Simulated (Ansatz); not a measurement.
This script for Ansatz 0.2.0, Python API starts 5 runs on Pt, space group Fm-3m. What input does the engine get in each?

`pt_xc.py`:
```python
'''One structure of Pt under several functionals.'''

import logging
import sys
import warnings

import ansatz as az
from tabulate import tabulate

logging.basicConfig(stream=sys.stdout, format='%(name)s: %(message)s')
log = logging.getLogger('run')
log.setLevel(logging.INFO)

warnings.simplefilter('ignore', az.DeckWarning)

cell = (
    az.Lattice.fcc(3.9218)
    .space_group(225)
    .atom('Pt', (0.0, 0.0, 0.0))
    .primitive()
)

base = (
    cell.calculation()
    .pseudopotentials('paw')
    .basis(38 * az.Ry)
    .kpoints(15)
    .occupations('fermi_dirac')
    .scf(tolerance=1e-10)
    .stress()
)

rows = []
for value in ['pbesol', 'lda', 'rpbe', 'r2scan', 'pbe']:
    r = base.functional(value).run().report
    rows.append((value, r['free_energy_ev'] / len(r['lattice']['sites']), r['n_iterations'], sum(r['stress_gpa'][i][i] for i in range(3)) / 3, r['n_kpoints']))

print(tabulate(rows, headers=['functional', 'F/atom (eV)', 'iterations', 'P (GPa)', 'k-points'], floatfmt='.4f', tablefmt='grid'))
```

Run 1:
```yaml
crystal:
  lattice:
    bravais: fcc
    a: 3.9218
  space_group: 225
  atoms:
    - { symbol: Pt, position: [0.0, 0.0, 0.0] }
  reduce_to_primitive: true
basis:
  ecutwfc: 517.016338673772
kpoints:
  mp_grid:
    grid: [15, 15, 15]
hamiltonian:
  xc: pbesol
  pseudopotentials:
    kind: paw
scf:
  convergence:
    dr2_threshold: 1.0e-10
  occupations:
    method: fermi_dirac
output:
  stress: true
```

Run 2, against run 1:
```diff
-  xc: pbesol
+  xc: lda
```

Run 3, against run 1:
```diff
-  xc: pbesol
+  xc: rpbe
```

Run 4, against run 1:
```diff
-  xc: pbesol
+  xc: r2scan
```

Run 5, against run 1:
```diff
-  xc: pbesol
+  xc: pbe
```

```console
$ python pt_xc.py
+--------------+---------------+--------------+-----------+------------+
| functional   |   F/atom (eV) |   iterations |   P (GPa) |   k-points |
+==============+===============+==============+===========+============+
| pbesol       |   -12383.8480 |            6 |   -0.4186 |        120 |
+--------------+---------------+--------------+-----------+------------+
| lda          |   -12245.0096 |            6 |   -5.8352 |        120 |
+--------------+---------------+--------------+-----------+------------+
| rpbe         |   -12536.7805 |            6 |   14.7170 |        120 |
+--------------+---------------+--------------+-----------+------------+
| r2scan       |   -12536.8105 |            7 |    4.3175 |        120 |
+--------------+---------------+--------------+-----------+------------+
| pbe          |   -12523.0264 |            8 |   10.4452 |        120 |
+--------------+---------------+--------------+-----------+------------+
```

From lowest to highest: LDA (-5.8 GPa), PBEsol (-0.4 GPa), r2SCAN (4.3 GPa), PBE (10.4 GPa) and RPBE (14.7 GPa). At a fixed cell a lower pressure usually means a smaller equilibrium volume, so LDA prefers the smallest cell and RPBE the largest.

Spin is left out of this run. Pressure is positive in compression. Spin-orbit coupling, which matters for elements this heavy, is left out. Total energies of different functionals can't be compared; pressures, moments and gaps at this one structure can. Finished in 9.9 s on 1 thread of Arm Neoverse V2, with other jobs on the host, peak memory 0.42 GiB.
